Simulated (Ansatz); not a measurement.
# H₄OSeSi (SMILES [SiH3]O[SeH]): one structure at several levels

How do the functionals fare away from a minimum? The structure is a structure displaced at random from a GFN2-xTB minimum.

Program: Ansatz 0.2.0, Gaussian basis. Level of theory: single points in def2-TZVPP. These are calculated values, not measurements.

Correlated methods freeze the cores. Filled d shells of the heavier atoms are correlated.

### 1 The system as given

SMILES `[SiH3]O[SeH]`, 7 atoms, charge 0, spin multiplicity 1.

Atoms are counted from 1 here; the program's logs count them from 0.

Bond lengths: Si1–O2 1.664 Å, Si1–H4 1.512 Å, Si1–H5 1.489 Å, Si1–H6 1.440 Å, O2–Se3 1.813 Å, Se3–H7 1.472 Å. Angles: O2–Si1–H4 108.5°, O2–Si1–H5 108.2°, O2–Si1–H6 98.6°, H4–Si1–H5 109.3°, H4–Si1–H6 115.7°, H5–Si1–H6 115.6°, Si1–O2–Se3 132.4°, O2–Se3–H7 95.4°.

Geometry (Å):

```xyz
7

Si   -0.8313    0.5059   -0.2304
O     0.4359    0.1446    0.7861
Se    2.0992   -0.5088    0.4815
H    -1.2333   -0.7533   -0.9637
H    -0.3633    1.5205   -1.2148
H    -1.7689    0.9808    0.7540
H     1.6791   -1.9162    0.3890
```

### 2 CCSD(T)/def2-TZVPP

The input, run/in.yaml:

```yaml
crystal:
  periodic: [false, false, false]
  atoms:
    - {symbol: Si, position_ang: [-0.831300, 0.505900, -0.230400]}
    - {symbol: O, position_ang: [0.435900, 0.144600, 0.786100]}
    - {symbol: Se, position_ang: [2.099200, -0.508800, 0.481500]}
    - {symbol: H, position_ang: [-1.233300, -0.753300, -0.963700]}
    - {symbol: H, position_ang: [-0.363300, 1.520500, -1.214800]}
    - {symbol: H, position_ang: [-1.768900, 0.980800, 0.754000]}
    - {symbol: H, position_ang: [1.679100, -1.916200, 0.389000]}
basis:
  gaussian: {orbitals: def2-TZVPP}
correlation: {method: ccsd_t}
output: {forces: true}
```

The command line of these runs was not kept.

### 3 PBE0-D4/def2-TZVPP

Changes to run/in.yaml since step 2:

```diff
@@ -12,3 +12,3 @@
   gaussian: {orbitals: def2-TZVPP}
-correlation: {method: ccsd_t}
-output: {forces: true}
+hamiltonian: {xc: pbe0, dispersion: d4}
+output: {forces: true, orbitals: {seedname: orbitals}}
```

### 4 wB97M-V/def2-TZVPP

Changes to run/in.yaml since step 3:

```diff
@@ -12,3 +12,3 @@
   gaussian: {orbitals: def2-TZVPP}
-hamiltonian: {xc: pbe0, dispersion: d4}
-output: {forces: true, orbitals: {seedname: orbitals}}
+hamiltonian: {xc: {name: wB97M-V}}
+output: {forces: true}
```

### 5 r2SCAN-D4/def2-TZVPP

Changes to run/in.yaml since step 4:

```diff
@@ -12,3 +12,3 @@
   gaussian: {orbitals: def2-TZVPP}
-hamiltonian: {xc: {name: wB97M-V}}
+hamiltonian: {xc: r2scan, dispersion: d4}
 output: {forces: true}
```

### 6 PBE-D4/def2-TZVPP

Changes to run/in.yaml since step 5:

```diff
@@ -12,3 +12,3 @@
   gaussian: {orbitals: def2-TZVPP}
-hamiltonian: {xc: r2scan, dispersion: d4}
+hamiltonian: {xc: pbe, dispersion: d4}
 output: {forces: true}
```

### 7 CAM-B3LYP-D4/def2-TZVPP

Changes to run/in.yaml since step 6:

```diff
@@ -12,3 +12,3 @@
   gaussian: {orbitals: def2-TZVPP}
-hamiltonian: {xc: pbe, dispersion: d4}
+hamiltonian: {xc: {name: CAM-B3LYP}, dispersion: d4}
 output: {forces: true}
```

### 8 SPW92/def2-TZVPP

Changes to run/in.yaml since step 7:

```diff
@@ -12,3 +12,3 @@
   gaussian: {orbitals: def2-TZVPP}
-hamiltonian: {xc: {name: CAM-B3LYP}, dispersion: d4}
+hamiltonian: {xc: lda}
 output: {forces: true}
```

(Steps that only read results are left out.)

What does the calculation give? Wanted: energy less free atoms, CCSD(T)/def2-TZVPP; RMS force component; RMS force error; HOMO and LUMO, PBE0-D4; T1 diagnostic.

**Answer**, as computed:

| quantity | value |
| --- | --- |
| energy less free atoms, CCSD(T)/def2-TZVPP | -1955.9 kJ/mol |
| RMS force component | 0.471 to 0.526 eV/Å over the methods |
| RMS force error | PBE0-D4 0.083, wB97M-V 0.053, r2SCAN-D4 0.076, PBE-D4 0.230, CAM-B3LYP-D4 0.087, SPW92 0.178 eV/Å |
| HOMO and LUMO, PBE0-D4 | -6.69 and -1.56 eV |
| T1 diagnostic | 0.011 |

Against CCSD(T) the functionals' energies less atoms differ by -348.5 to -13.4 kJ/mol, PBE-D4 by -58.4 kJ/mol. A larger basis would deepen the CCSD(T) value, while the functionals are nearly converged already, so the order here is not reliable. On forces the order runs from wB97M-V to PBE-D4. Frozen-core CCSD(T) forces in triple zeta carry basis errors of their own, and this is one geometry, so small gaps rank nothing.
